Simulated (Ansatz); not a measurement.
# AlGaH4: small, medium and large basis sets

One table from this session's results is given with a row withheld; the runs are named, their logs left out.

Method: one geometry, several basis sets; program: Ansatz 0.2.0, Gaussian basis.

Levels to be run: PBE0-D4/def2-SVP; ωB97M-V/def2-SVP; PBE0-D4/def2-QZVPP; ωB97M-V/def2-QZVPP; the functionals' def2-TZVPP values are taken from earlier runs.

**The relaxed structure**

All runs share one geometry, relaxed beforehand with PBE0-D4 in a triple-zeta def2 set.

6 atoms, charge 0, spin multiplicity 1.

Atoms are counted from 1 here; the program's logs count them from 0.

Bond lengths: Al1–Ga2 2.446 Å, Al1–H3 1.582 Å, Al1–H4 1.582 Å, Al1–H5 1.713 Å, Ga2–H6 1.592 Å. Angles: Ga2–Al1–H3 114.1°, Ga2–Al1–H4 113.7°, Ga2–Al1–H5 54.3°, H3–Al1–H4 128.1°, H3–Al1–H5 111.8°, H4–Al1–H5 111.6°, Al1–Ga2–H6 143.5°.

Coordinates:

```xyz
6
charge 0, multiplicity 1
Al   -0.03711   -1.03668   -0.02197
Ga   -0.43375    1.32678   -0.51042
H    -1.13959   -1.69999    0.89829
H     0.92834   -1.74584   -1.05548
H     0.72790    0.28603    0.75258
H    -0.00369    2.80569   -0.10921
```

The first run:

in.yaml

```yaml
crystal:
  periodic: [false, false, false]
  atoms:
    - {symbol: Al, position_ang: [-0.037113, -1.036675, -0.021971]}
    - {symbol: Ga, position_ang: [-0.433748, 1.326780, -0.510416]}
    - {symbol: H, position_ang: [-1.139585, -1.699990, 0.898294]}
    - {symbol: H, position_ang: [0.928338, -1.745837, -1.055476]}
    - {symbol: H, position_ang: [0.727897, 0.286031, 0.752576]}
    - {symbol: H, position_ang: [-0.003689, 2.805693, -0.109206]}
basis:
  gaussian: {orbitals: def2-SVP}
hamiltonian: {xc: pbe0, dispersion: d4}
output: {orbitals: {seedname: orbitals}}
```

Launch:

```sh
$ ansatz run in.yaml --threads 2 --pin off --events-out ev --progress --plain --max-ram 4352MiB
```

Steps of the session up to this table: PBE0-D4 in def2-SVP; ωB97M-V in def2-SVP; PBE0-D4 in def2-QZVPP; ωB97M-V in def2-QZVPP.

One table of the session follows, with a row left open; its other results are not shown here.

It belongs to the step «Density functionals: the series». 

| functional | basis | HOMO (eV) | LUMO (eV) |
| --- | --- | --- | --- |
| PBE0-D4 | def2-SVP | ? | ? |
| PBE0-D4 | def2-TZVPP | -6.73 | -2.30 |
| PBE0-D4 | def2-QZVPP | -6.74 | -2.30 |
| ωB97M-V | def2-SVP | -8.67 | -0.51 |
| ωB97M-V | def2-TZVPP | -8.71 | -0.53 |
| ωB97M-V | def2-QZVPP | -8.72 | -0.62 |

Q: Estimate the row for PBE0-D4, def2-SVP from the others.

As computed: HOMO (eV): -6.74; LUMO (eV): -2.29.
